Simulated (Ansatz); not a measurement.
# AlAsH (quartet): from Hartree-Fock to the top rungs, cc-pVDZ

An exercise on one series of results from a longer session: the logs are not shown, and one member is left open.

Computed with Ansatz 0.2.0, Gaussian basis. Level: cc-pVDZ, core rule «outside noble gas», up to 19 orbitals frozen.

The runs, in order: UHF; CCSD(T) on ROHF; CCSD(T) on UHF; BCCD(T) on ROHF; CISD; CCSDT(Q) on ROHF; CCSDT(Q) on UHF.

32 further runs of the same task are left out: 15 for a known fault of the program, 6 that didn't finish, 11 set aside as unsound or not needed.

## What is computed

The geometry is a PBE0/def2-TZVP stationary point (not a proven minimum). No spin-orbit coupling is included. The filled d shell of As may be among the frozen orbitals whatever the setting's name suggests; the logs give the count.

3 atoms, charge 0, spin multiplicity 4.

Atoms are counted from 1 here; the program's logs count them from 0.

Bond lengths: Al1–As2 2.494 Å, Al1–H3 1.616 Å. Angles: As2–Al1–H3 114.3°.

The first run:

The input, in.yaml:

```yaml
crystal:
  periodic: [false, false, false]
  atoms:
    - {symbol: Al, position_ang: [0.000000, -0.117481, 1.805728]}
    - {symbol: As, position_ang: [0.000000, 0.024611, -0.684636]}
    - {symbol: H, position_ang: [0.000000, 1.315495, 2.552431]}
basis:
  gaussian: {orbitals: cc-pVDZ}
magnetization: {spin_polarized: true, initial_magnetization: 3}
hamiltonian: {xc: hf}
output: {orbitals: {seedname: orbitals}}
```

On the command line:

```bash
$ ansatz run in.yaml --threads 1 --pin off --events-out ev --progress --plain --max-ram 2393MiB
```

Steps of the session up to this table: UHF; CCSD(T) on ROHF; CCSD(T) on UHF; BCCD(T) on ROHF; CISD; CCSDT(Q) on ROHF; CCSDT(Q) on UHF.

One of the session's tables, all rows but one given; the rest of the session is left out.

```
   method  from UCCSDT(Q) (kcal/mol)
     ROHF                     +94.62
      UHF                     +91.15
     RMP2                     +21.98
     UMP2                     +22.05
     CISD                      +8.59
    RCCSD                      +3.49
    UCCSD                      +3.16
 RCCSD(T)                      +1.01
 UCCSD(T)                      +0.81
  BCCD(T)                      +1.02
   RCCSDT                      +0.36
   UCCSDT                          ?
RCCSDT(Q)                      +0.21
UCCSDT(Q)                          0
```

Estimate the missing values for UCCSDT.

As computed: from UCCSDT(Q) (kcal/mol): +0.15. In the column «from UCCSDT(Q) (kcal/mol)» it lies between UCCSDT(Q) (0) and RCCSDT(Q) (+0.21).

With the free atoms at the same levels and basis (separate runs), the atomisation energy is 3.487 eV at UCCSDT(Q), 3.476 eV at RCCSD(T), 3.468 eV at UCCSD(T), 2.723 eV at ROHF.

To keep in mind: Restricted and unrestricted rows rest on different reference determinants; where their highest levels disagree by more than a few hundredths of an eV, they describe different states and don't form one ladder.
